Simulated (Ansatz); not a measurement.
# TiCo: the cost of one run

Program: Ansatz 0.2.0 through its Python package. The levels of theory stand in the script. These are calculated values, not measurements.

## Step 1: The system

It takes space group Pm-3m (No. 221, cubic). The conventional cell has a = 2.986 Å, b = 2.986 Å, c = 2.986 Å, α = 90.00°, β = 90.00°, γ = 90.00°. Ti (site symmetry m-3m) is surrounded by 8 Co at 2.59 Å. Around Co (site symmetry m-3m) lie 8 Ti at 2.59 Å.

No structure file is read: the coordinates are typed or built in the script.

## Step 2: The code

nc_paw_tico.py reads:

```python
"""Norm-conserving against PAW potentials for TiCo."""

import logging
import sys

import ansatz as az
import numpy as np

logging.basicConfig(stream=sys.stdout, format="%(name)s: %(message)s")
logger = logging.getLogger("ansatz_job")
logger.setLevel(logging.INFO)

FUNCTIONAL = "PBEsol"


def count_gap(report):
    # lowest empty less highest filled band, counting bands; zero where they overlap
    return max(report.get("gap_by_band_count_ev") or 0.0, 0.0)


def main() -> None:
    lattice = az.Lattice.of(
        (2.98611, 0.0, 0.0),
        (0.0, 2.98611, 0.0),
        (0.0, 0.0, 2.98611),
    )
    sites = [
        ("Ti", (0.0, 0.0, 0.0)),
        ("Co", (0.5, 0.5, 0.5)),
    ]
    xtal = az.Crystal(lattice=lattice)
    for symbol, position in sites:
        xtal = xtal.atom(symbol, position)
    xtal = xtal.moments(Co=3.2)

    calc = (
        xtal.calculation()
        .functional(FUNCTIONAL)
        .kpoints(11)
        .occupations(az.OccupationsMethod.FERMI_DIRAC)
        .spin("collinear")
        .stress()
        .forces()
        .band_table()
    )
    variants = {
        "PAW": calc.pseudopotentials("paw"),
        "norm-conserving": calc.pseudopotentials("nc"),
    }
    # totals differ by the cores that each treatment holds, so compare what does not depend on them
    rows = []
    for label, variant in variants.items():
        report = variant.run(threads=1, backend="cpu").report
        levels = np.array(report["eigenvalues_ev"][0]) - report["fermi_energy_ev"]
        print(label, "levels at the first k-point near E_F:", np.round(levels[np.abs(levels) < 5], 3))
        rows.append((label, report["n_electrons"], np.trace(report["stress_gpa"]) / 3, count_gap(report), report["magnetization_mub"]))
    lines = [",".join(["treatment", "electrons in bands", "P GPa", "gap by band count eV", "moment muB"])] + [",".join(f"{v:.4f}" if isinstance(v, float) else str(v) for v in row) for row in rows]
    print("\n".join(lines))
    with open("nc_paw.csv", "w") as handle:
        handle.write("\n".join(lines) + "\n")


if __name__ == "__main__":
    main()
```

## Step 3: Running it

Launch:

```sh
> python nc_paw_tico.py
```

**Question.** How long does this script take on 1 thread of Arm Neoverse V1, shared host, and how much memory does it need?

About 28 s, with a peak of 0.56 GiB.
